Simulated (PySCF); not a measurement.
# CH8InNSi (SMILES C[SiH](N)[InH2]) at 3 levels

We compute a comparison of 3 runs (HF/3-21G, HF/def2-SVP, r2SCAN/def2-TZVP) of CH8InNSi. Input form: a Python script.

The results are computed with PySCF 2.14.0.

## 1. The system as given

CH8InNSi has 12 atoms, charge 0, and is taken as a singlet. SMILES: `C[SiH](N)[InH2]`. The shape comes from GFN2-xTB, which is rough for such elements, and wasn't checked as a minimum. This is one conformer, not always the lowest.

Bond lengths: C1–Si2 1.905 Å, Si2–N3 1.734 Å, Si2–In4 2.607 Å, C1–H5 1.088 Å, C1–H6 1.086 Å, C1–H7 1.088 Å, Si2–H8 1.492 Å, N3–H9 1.010 Å, N3–H10 1.010 Å, In4–H11 1.787 Å, In4–H12 1.795 Å. Some angles: C1–Si2–N3 106.5°, C1–Si2–In4 108.8°, N3–Si2–In4 104.6°, C1–Si2–H8 107.9°, N3–Si2–H8 114.5°, In4–Si2–H8 114.2°, Si2–C1–H5 110.0°, Si2–C1–H6 112.7°, Si2–C1–H7 110.6°, Si2–N3–H9 117.6°.

## 2. Energy and forces at HF/3-21G (run 1)

run.py

```python
import pyscf.grad
from pyscf import gto, scf

mol = gto.Mole()
mol.atom = [
    ('C', (-0.488690, 1.618210, -0.490870)),
    ('Si', (-0.155240, 0.106380, 0.618330)),
    ('N', (1.553020, 0.080840, 0.913030)),
    ('In', (-0.617500, -2.061960, -0.753570)),
    ('H', (-1.543350, 1.661190, -0.755720)),
    ('H', (-0.230080, 2.556220, -0.008450)),
    ('H', (0.082450, 1.548050, -1.414340)),
    ('H', (-0.992790, 0.244790, 1.845400)),
    ('H', (1.936200, -0.732800, 1.372490)),
    ('H', (2.004910, 0.911570, 1.267410)),
    ('H', (-0.944250, -2.203460, -2.504420)),
    ('H', (-0.604670, -3.729050, -0.089300)),
]
mol.max_memory = 1860
mol.verbose = 4
mol.basis = '3-21g'
mol.charge = 0
mol.build()

calc0 = scf.RHF(mol)
calc0.conv_tol = 1e-10
calc0.kernel()
if not calc0.converged:
    calc0 = calc0.newton().run(calc0.mo_coeff, calc0.mo_occ)

e_final = calc0.e_tot
print('E = %.10f Eh' % e_final)
grad = calc0.Gradients().kernel()
calc0.analyze()
```

Launch:

```sh
$ OMP_NUM_THREADS=1 python run.py
```

Log:

```text
PySCF version 2.14.0

[... 85 lines left out ...]
Two-electron Energy =                 2739.826656493078644
[... 9 lines left out ...]
MO #6   energy= -68.3045671686005  occ= 2
[... 7 lines left out ...]
MO #14  energy= -17.4812833379355  occ= 2
[... 7 lines left out ...]
MO #22  energy= -4.20276256130633  occ= 2
[... 7 lines left out ...]
MO #30  energy= -1.08356839247566  occ= 2
[... 7 lines left out ...]
MO #38  energy= -0.507510826338423 occ= 2
[... 7 lines left out ...]
MO #46  energy= 0.195070811520846  occ= 0
[... 7 lines left out ...]
MO #54  energy= 0.354482332111362  occ= 0
[... 7 lines left out ...]
MO #62  energy= 0.693757151640365  occ= 0
[... 7 lines left out ...]
MO #70  energy= 1.36670743436209   occ= 0
[... 7 lines left out ...]
MO #78  energy= 2.62672071655182   occ= 0
[... 54 lines left out ...]
pop of  3 In 3dxy         1.99998
pop of  3 In 3dyz         1.99993
pop of  3 In 3dz^2        1.99994
pop of  3 In 3dxz         1.99999
pop of  3 In 3dx2-y2      1.99993
pop of  3 In 4dxy         1.99948
pop of  3 In 4dyz         1.99820
pop of  3 In 4dz^2        1.99754
pop of  3 In 4dxz         1.99954
pop of  3 In 4dx2-y2      1.99766
pop of  4 H 1s            0.89496
pop of  4 H 2s            0.00784
pop of  5 H 1s            0.89336
pop of  5 H 2s            0.00848
pop of  6 H 1s            0.88834
pop of  6 H 2s            0.00838
pop of  7 H 1s            1.15348
pop of  7 H 2s            0.00421
pop of  8 H 1s            0.79473
pop of  8 H 2s            0.00958
pop of  9 H 1s            0.79015
pop of  9 H 2s            0.00997
pop of  10 H 1s           1.13676
pop of  10 H 2s           0.00112
pop of  11 H 1s           1.14681
pop of  11 H 2s           0.00133
 ** Mulliken atomic charges  **
charge of    0C =     -0.52783
charge of    1Si =      0.62909
charge of    2N =     -0.69424
charge of    3In =      0.34249
charge of    4H =      0.09720
charge of    5H =      0.09816
charge of    6H =      0.10328
charge of    7H =     -0.15769
charge of    8H =      0.19569
charge of    9H =      0.19988
charge of   10H =     -0.13787
charge of   11H =     -0.14815
Dipole moment(X, Y, Z, Debye):  0.63769,  1.28237,  1.42567
```

It took 6.3 s on 1 thread of Intel Xeon at 2.70GHz, shared host; peak memory 0.15 GiB.

## 3. Energy and gradient at HF/def2-SVP (core potential) (run 2)

calc.py

```python
from pyscf import gto

mol = gto.M(
    atom='''
C     -0.923490     3.057974    -0.927610
Si    -0.293361     0.201029     1.168474
N      2.934782     0.152765     1.725377
In    -1.166906    -3.896540    -1.424041
H     -2.916509     3.139194    -1.428104
H     -0.434788     4.830556    -0.015968
H      0.155808     2.925391    -2.672715
H     -1.876101     0.462586     3.487301
H      3.658888    -1.384791     2.593630
H      3.788731     1.722618     2.395058
H     -1.784374    -4.163936    -4.732668
H     -1.142661    -7.046883    -0.168753
''',
    spin=0,
    ecp={'In': 'def2-svp'},
    unit='bohr',
    charge=0,
    max_memory=1860,
    basis='def2-svp',
    verbose=4,
)

mf = mol.RHF()
mf.conv_tol = 1e-10
mf.kernel()
if not mf.converged:
    mf = mf.newton().run(mf.mo_coeff, mf.mo_occ)

energy = mf.e_tot
print('E(%s) = %.9f' % ('HF', energy))
grad = mf.nuc_grad_method().kernel()
mf.analyze()
```

Launch:

```sh
$ OMP_NUM_THREADS=1 python calc.py
```

Log:

```text
PySCF version 2.14.0

[... 91 lines left out ...]
MO #2   energy= -15.5382426590527  occ= 2
[... 10 lines left out ...]
MO #13  energy= -1.02316558811169  occ= 2
[... 10 lines left out ...]
MO #24  energy= -0.516510913273641 occ= 2
[... 10 lines left out ...]
MO #35  energy= 0.225449966492829  occ= 0
[... 10 lines left out ...]
MO #46  energy= 0.456879937371942  occ= 0
[... 10 lines left out ...]
MO #57  energy= 0.777453680303739  occ= 0
[... 10 lines left out ...]
MO #68  energy= 1.08332222390904   occ= 0
[... 10 lines left out ...]
MO #79  energy= 1.78999380667059   occ= 0
[... 10 lines left out ...]
MO #90  energy= 2.1165022128048    occ= 0
[... 10 lines left out ...]
MO #101 energy= 2.95824936421144   occ= 0
[... 10 lines left out ...]
MO #112 energy= 61.6840407746456   occ= 0
[... 88 lines left out ...]
pop of  6 H 2pz           0.00123
pop of  7 H 1s            1.16699
pop of  7 H 2s            0.00405
pop of  7 H 2px           0.00169
pop of  7 H 2py           0.00081
pop of  7 H 2pz           0.00374
pop of  8 H 1s            0.78231
pop of  8 H 2s            0.01082
pop of  8 H 2px           0.00096
pop of  8 H 2py           0.00130
pop of  8 H 2pz           0.00148
pop of  9 H 1s            0.78340
pop of  9 H 2s            0.01143
pop of  9 H 2px           0.00103
pop of  9 H 2py           0.00130
pop of  9 H 2pz           0.00127
pop of  10 H 1s           1.55656
pop of  10 H 2s           0.02841
pop of  10 H 2px          0.00881
pop of  10 H 2py          0.00941
pop of  10 H 2pz          0.02366
pop of  11 H 1s           1.57357
pop of  11 H 2s           0.03279
pop of  11 H 2px          0.00105
pop of  11 H 2py          0.01720
pop of  11 H 2pz          0.01036
 ** Mulliken atomic charges  **
charge of    0C =     -0.51271
charge of    1Si =      0.22838
charge of    2N =     -0.72877
charge of    3In =      1.77520
charge of    4H =      0.09132
charge of    5H =      0.08608
charge of    6H =      0.09489
charge of    7H =     -0.17729
charge of    8H =      0.20315
charge of    9H =      0.20158
charge of   10H =     -0.62686
charge of   11H =     -0.63498
Dipole moment(X, Y, Z, Debye):  0.81995,  1.59579,  1.42799
```

Wall time 18 s (1 thread of Intel Xeon at 2.70GHz, shared host); peak memory 0.27 GiB.

## 4. Energy and forces at r2SCAN/def2-TZVP (core potential) (run 3)

calc.py

```python
from pyscf import gto, dft

mol = gto.Mole()
mol.atom = '''
C     -0.488690     1.618210    -0.490870
Si    -0.155240     0.106380     0.618330
N      1.553020     0.080840     0.913030
In    -0.617500    -2.061960    -0.753570
H     -1.543350     1.661190    -0.755720
H     -0.230080     2.556220    -0.008450
H      0.082450     1.548050    -1.414340
H     -0.992790     0.244790     1.845400
H      1.936200    -0.732800     1.372490
H      2.004910     0.911570     1.267410
H     -0.944250    -2.203460    -2.504420
H     -0.604670    -3.729050    -0.089300
'''
mol.basis = 'def2-tzvp'
mol.ecp = {'In': 'def2-svp'}
mol.charge = 0
mol.max_memory = 1860
mol.verbose = 4
mol.build()

myscf = dft.RKS(mol, xc='r2scan')
myscf.conv_tol = 1e-10
myscf.grids.level = 5
myscf.kernel()
if not myscf.converged:
    myscf = myscf.newton().run(myscf.mo_coeff, myscf.mo_occ)

e_tot = myscf.e_tot
print('E(%s) = %.9f' % ('R2SCAN', e_tot))
grad = myscf.nuc_grad_method().kernel()
dip = myscf.dip_moment()
pop, q = myscf.mulliken_pop()
```

Launch:

```sh
$ OMP_NUM_THREADS=1 python calc.py
```

Log:

```text
PySCF version 2.14.0

[... 91 lines left out ...]
converged SCF energy = -577.339868133576
[... 13 lines left out ...]
Dipole moment(X, Y, Z, Debye):  0.88987,  1.71002,  1.29639
[... 171 lines left out ...]
pop of  7 H 2px           0.00301
pop of  7 H 2py           0.00157
pop of  7 H 2pz           0.00539
pop of  8 H 1s            0.26706
pop of  8 H 2s            0.40184
pop of  8 H 3s            0.05341
pop of  8 H 2px           0.01189
pop of  8 H 2py           0.01432
pop of  8 H 2pz           0.01490
pop of  9 H 1s            0.26628
pop of  9 H 2s            0.40301
pop of  9 H 3s            0.05934
pop of  9 H 2px           0.01270
pop of  9 H 2py           0.01447
pop of  9 H 2pz           0.01404
pop of  10 H 1s           0.21590
pop of  10 H 2s           0.53936
pop of  10 H 3s           0.36681
pop of  10 H 2px          0.00055
pop of  10 H 2py          0.00109
pop of  10 H 2pz          0.00493
pop of  11 H 1s           0.21647
pop of  11 H 2s           0.54079
pop of  11 H 3s           0.37401
pop of  11 H 2px          0.00040
pop of  11 H 2py          0.00442
pop of  11 H 2pz          0.00155
 ** Mulliken atomic charges  **
charge of    0C =     -0.46570
charge of    1Si =      0.23343
charge of    2N =     -0.63775
charge of    3In =      0.36481
charge of    4H =      0.12250
charge of    5H =      0.11972
charge of    6H =      0.13300
charge of    7H =     -0.07045
charge of    8H =      0.23659
charge of    9H =      0.23015
charge of   10H =     -0.12865
charge of   11H =     -0.13765
```

Run time: 4.5 min. Hardware: 1 thread of Intel Xeon at 2.70GHz, shared host; peak memory 3.1 GiB.

## 5. All runs side by side

| run | level | core potential | integration grid | energy (Eh) | dipole moment (D) | HOMO energy (eV) | LUMO energy (eV) | wall time |
| --- | --- | --- | --- | --- | --- | --- | --- | --- |
| 1 | HF/3-21G | – | – | -6098.578367 | 2.02 | -9.11 | 0.71 | 6.3 s |
| 2 | HF/def2-SVP (core potential) | def2-svp | – | -574.953883 | 2.29 | -9.25 | 0.73 | 18 s |
| 3 | r2SCAN/def2-TZVP (core potential) | def2-svp | 5 | -577.339868 | 2.32 | -5.97 | -2.39 | 4.5 min |

## 6. Results

| quantity | value |
| --- | --- |
| run 3: total energy | -577.33987 Eh |
| run 3: dipole moment | 2.32 D |
| run 3: HOMO energy | -5.97 eV |
| run 3: LUMO energy | -2.39 eV |
| run 3: HOMO–LUMO gap | 3.58 eV |
| run 3: largest force on an atom | 0.885 eV/Å |

In words: The dipole moment (its size) runs from 2.02 D (HF/3-21G) to 2.32 D (r2SCAN/def2-TZVP). The two ends differ in method and basis and core potential. The HOMO–LUMO gap runs from 3.58 eV (r2SCAN/def2-TZVP) to 9.97 eV (HF/def2-SVP). The two ends differ in method and basis. Some runs of one species differ in core potentials or relativity; totals across that change don't compare. In run 1 relativity is left out where basis or elements ask for it. All runs together took 4.9 min, the longest 4.5 min.
